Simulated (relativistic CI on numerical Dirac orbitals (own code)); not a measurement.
# Nd²⁺ (4f4) in crystal fields: levels and magnetism

Aim: the levels, ground state and powder susceptibility of Nd²⁺ in 6 parametric crystal fields.

The numbers are computed with relativistic CI on numerical Dirac orbitals (own code) version 1 (Dirac-Coulomb-Breit CI, KLI orbitals optimised for each configuration, model QED (radiative potential, 1s self-energy scaled to tabulated hydrogen-like ionisation energies), one configuration in a parametric crystal field), except any that are marked as measured or tabulated.

### Step 1. Starting point

```
ion            : Nd²⁺ (Nd III)
nuclear charge : 60
electrons      : 58
open shell     : 4f4
Slater scale   : 1
field 1 (cm⁻¹) : Oh, B40 = 1140, B60 = 90
field 2 (cm⁻¹) : C2v, B20 = 170, B22 = 130, B40 = 580, B42 = -210, B44 = -290, B60 = 380, B62 = 230, B64 = -130, B66 = 410
field 3 (cm⁻¹) : C2v, B20 = 280, B22 = 60, B40 = -560, B42 = 280, B44 = -240, B60 = 180, B62 = -30, B64 = -340, B66 = 90
field 4 (cm⁻¹) : D3h, B20 = -150, B40 = -320, B60 = -300, B66 = 320
field 5 (cm⁻¹) : D3h, B20 = 330, B40 = 170, B60 = -80, B66 = -70
field 6 (cm⁻¹) : C2v, B20 = -80, B22 = 80, B40 = -570, B42 = 240, B44 = 290, B60 = -280, B62 = 230, B64 = -50, B66 = 180
```

The outer shells:

[Xe] 4f4
```
[Xe] core
4f [↑ ][↑ ][↑ ][↑ ][  ][  ][  ]
```

### Step 2. Field 1: Oh, B40 = 1140, B60 = 90

Settings of the run:

```ini
atom Nd  Z=60  charge=2  electrons=58
nucleus A=142  rms_radius_fm=4.9123
hamiltonian dirac-coulomb  breit=on  qed=on  c_scale=1
orbitals kli  potential=per-configuration
slater_scale 1
correlation none
mixing on
configurations
  [Xe] 4f4
end
crystal_field Oh B40=1140 B60=90
```

### Step 3. Field 2: C2v, B20 = 170, B22 = 130, B40 = 580, B42 = -210, B44 = -290, B60 = 380, B62 = 230, B64 = -130, B66 = 410

The settings differ from step 2 so:

```diff
@@ -10,2 +10,2 @@
 end
-crystal_field Oh B40=1140 B60=90
+crystal_field C2v B20=170 B22=130 B40=580 B42=-210 B44=-290 B60=380 B62=230 B64=-130 B66=410
```

### Step 4. Field 3: C2v, B20 = 280, B22 = 60, B40 = -560, B42 = 280, B44 = -240, B60 = 180, B62 = -30, B64 = -340, B66 = 90

The settings differ from step 3 so:

```diff
@@ -10,2 +10,2 @@
 end
-crystal_field C2v B20=170 B22=130 B40=580 B42=-210 B44=-290 B60=380 B62=230 B64=-130 B66=410
+crystal_field C2v B20=280 B22=60 B40=-560 B42=280 B44=-240 B60=180 B62=-30 B64=-340 B66=90
```

### Step 5. Field 4: D3h, B20 = -150, B40 = -320, B60 = -300, B66 = 320

The settings differ from step 4 so:

```diff
@@ -10,2 +10,2 @@
 end
-crystal_field C2v B20=280 B22=60 B40=-560 B42=280 B44=-240 B60=180 B62=-30 B64=-340 B66=90
+crystal_field D3h B20=-150 B40=-320 B60=-300 B66=320
```

### Step 6. Field 5: D3h, B20 = 330, B40 = 170, B60 = -80, B66 = -70

The settings differ from step 5 so:

```diff
@@ -10,2 +10,2 @@
 end
-crystal_field D3h B20=-150 B40=-320 B60=-300 B66=320
+crystal_field D3h B20=330 B40=170 B60=-80 B66=-70
```

### Step 7. Field 6: C2v, B20 = -80, B22 = 80, B40 = -570, B42 = 240, B44 = 290, B60 = -280, B62 = 230, B64 = -50, B66 = 180

The settings differ from step 6 so:

```diff
@@ -10,2 +10,2 @@
 end
-crystal_field D3h B20=330 B40=170 B60=-80 B66=-70
+crystal_field C2v B20=-80 B22=80 B40=-570 B42=240 B44=290 B60=-280 B62=230 B64=-50 B66=180
```

(Steps that only read results are left out.)

**Question.** What will these runs give? Wanted: ground spin.

**Answer**, as computed:

| field | ground state | degeneracy | S | J | first gap (cm⁻¹) | stabilisation (cm⁻¹) | χT at 2 K | χT at 300 K |
| --- | --- | --- | --- | --- | --- | --- | --- | --- |
| 1: Oh | T2 | 3 | 1.99 | 4.00 | 130 | -103 | 0.573 | 1.037 |
| 2: C2v | - | 1 | 1.99 | 4.01 | 47 | -131 | 0.026 | 1.023 |
| 3: C2v | - | 1 | 1.99 | 4.00 | 63 | -120 | 0.030 | 1.037 |
| 4: D3h | - | 2 | 1.99 | 4.00 | 48 | -65 | 0.183 | 1.041 |
| 5: D3h | - | 2 | 1.99 | 4.00 | 8 | -26 | 0.344 | 1.051 |
| 6: C2v | - | 1 | 1.99 | 4.01 | 14 | -83 | 0.096 | 1.039 |

χT is in cm³ K/mol; stabilisation counts from the free ion's lowest level; S and J come from the expectation values of their squares.

| quantity | value |
| --- | --- |
| ground spin (effective S from ⟨S²⟩) | 1: 1.99, 2: 1.99, 3: 1.99, 4: 1.99, 5: 1.99, 6: 1.99 |
| χT at 300 K | 1.02 to 1.05 cm³ K/mol |

All fields leave the ground state at S = 2. J stays near 4: the field splits the free-ion level without mixing it much with others. Fields 2, 3, 6 leave a non-degenerate ground state well apart, so χT falls towards zero on cooling. The field is a set of parameters, without covalency or charge transfer.
